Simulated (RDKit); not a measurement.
# UFF run of CH4FNOSi (SMILES N[Si]1(F)CO1)

We compute a structure relaxation of CH4FNOSi. Input form: a Python script.

Program for the calculation: RDKit 2026.09.1.

1 further run of the same task is left out (set aside as unsound or not needed).

### 1 Starting point

CH4FNOSi has 9 atoms, charge 0, and is taken as a singlet. As SMILES, `N[Si]1(F)CO1`. The coordinates come from a GFN2-xTB relaxation. This is one conformer, not always the lowest. The run starts from this shape.

Bond lengths: N1–Si2 1.699 Å, Si2–F3 1.601 Å, Si2–C4 1.836 Å, Si2–O5 1.626 Å, C4–O5 1.507 Å, N1–H6 1.005 Å, N1–H7 1.005 Å, C4–H8 1.081 Å, C4–H9 1.081 Å. Some angles: N1–Si2–F3 106.9°, N1–Si2–C4 131.4°, N1–Si2–O5 120.3°, F3–Si2–C4 118.3°, F3–Si2–O5 118.3°, C4–Si2–O5 51.2°, Si2–C4–O5 57.2°, Si2–O5–C4 71.6°, Si2–N1–H6 120.1°, Si2–N1–H7 119.8°.

### 2 A geometry optimisation at UFF

mol.sdf reads:

```

     RDKit          3D

  9  9  0  0  0  0  0  0  0  0999 V2000
    0.6846    1.1677   -1.0794 N   0  0  0  0  0  0  0  0  0  0  0  0
    0.2733   -0.2961   -0.3205 Si  0  0  1  0  0  4  0  0  0  0  0  0
    1.3668   -1.3764   -0.7682 F   0  0  0  0  0  0  0  0  0  0  0  0
   -0.7361   -0.6483    1.1718 C   0  0  0  0  0  0  0  0  0  0  0  0
   -1.2812   -0.7637   -0.2284 O   0  0  0  0  0  0  0  0  0  0  0  0
    0.0513    1.9471   -1.0469 H   0  0  0  0  0  0  0  0  0  0  0  0
    1.6457    1.4600   -1.1116 H   0  0  0  0  0  0  0  0  0  0  0  0
   -0.7420   -1.6106    1.6635 H   0  0  0  0  0  0  0  0  0  0  0  0
   -1.2625    0.1202    1.7197 H   0  0  0  0  0  0  0  0  0  0  0  0
  2  1  1  0
  2  3  1  6
  4  2  1  0
  5  4  1  0
  5  2  1  0
  6  1  1  0
  7  1  1  0
  8  4  1  0
  9  4  1  0
M  END
$$$$
```

run.py reads:

```python
# UFF minimise with RDKit
import json
import numpy as np
from rdkit import Chem
from rdkit.Chem import AllChem

m = Chem.MolFromMolFile("mol.sdf", removeHs=False)
symbols = [a.GetSymbol() for a in m.GetAtoms()]
start = m.GetConformer().GetPositions().copy()

ff = AllChem.UFFGetMoleculeForceField(m)
e0 = ff.CalcEnergy()
print(f"start   E = {e0:.5f} kcal/mol")
path, flag, n = [], 1, 0
while flag and n < 2000:
    flag = ff.Minimize(maxIts=20, forceTol=0.0001)
    n += 20
    path.append((n, ff.CalcEnergy(), m.GetConformer().GetPositions().tolist()))
    print(f"{n:5d}   E = {path[-1][1]:.5f} kcal/mol")
print("converged" if flag == 0 else "iteration limit reached")
final = m.GetConformer().GetPositions()
for a, p in zip(symbols, final):
    print(f"{a:<2} {p[0]:11.5f} {p[1]:11.5f} {p[2]:11.5f}")
print(f"energy gained {e0 - path[-1][1]:.4f} kcal/mol")
json.dump(dict(symbols=symbols, start=start.tolist(), start_energy=e0, energy=path[-1][1], final=final.tolist(), path=path, success=flag == 0), open("results.json", "w"))
```

The run is started by

```bash
python run.py
```

What values should one expect? Wanted: steric energy.

**Answer.** As computed:

At UFF:

| quantity | value |
| --- | --- |
| steric energy (arbitrary zero) | 0.37223 Eh |

In words: At the final geometry: Bond lengths: N1–Si2 1.789 Å, Si2–F3 1.686 Å, Si2–C4 1.843 Å, Si2–O5 1.765 Å, C4–O5 1.366 Å, N1–H6 1.044 Å, N1–H7 1.044 Å, C4–H8 1.109 Å, C4–H9 1.109 Å. Some angles: N1–Si2–F3 116.5°, N1–Si2–C4 119.0°, N1–Si2–O5 107.6°, F3–Si2–C4 123.1°, F3–Si2–O5 106.9°, C4–Si2–O5 44.4°, Si2–C4–O5 64.7°, Si2–O5–C4 70.8°, Si2–N1–H6 106.8°, Si2–N1–H7 106.7°. The optimisation took 120 steps and changed the energy by -1.803 eV.
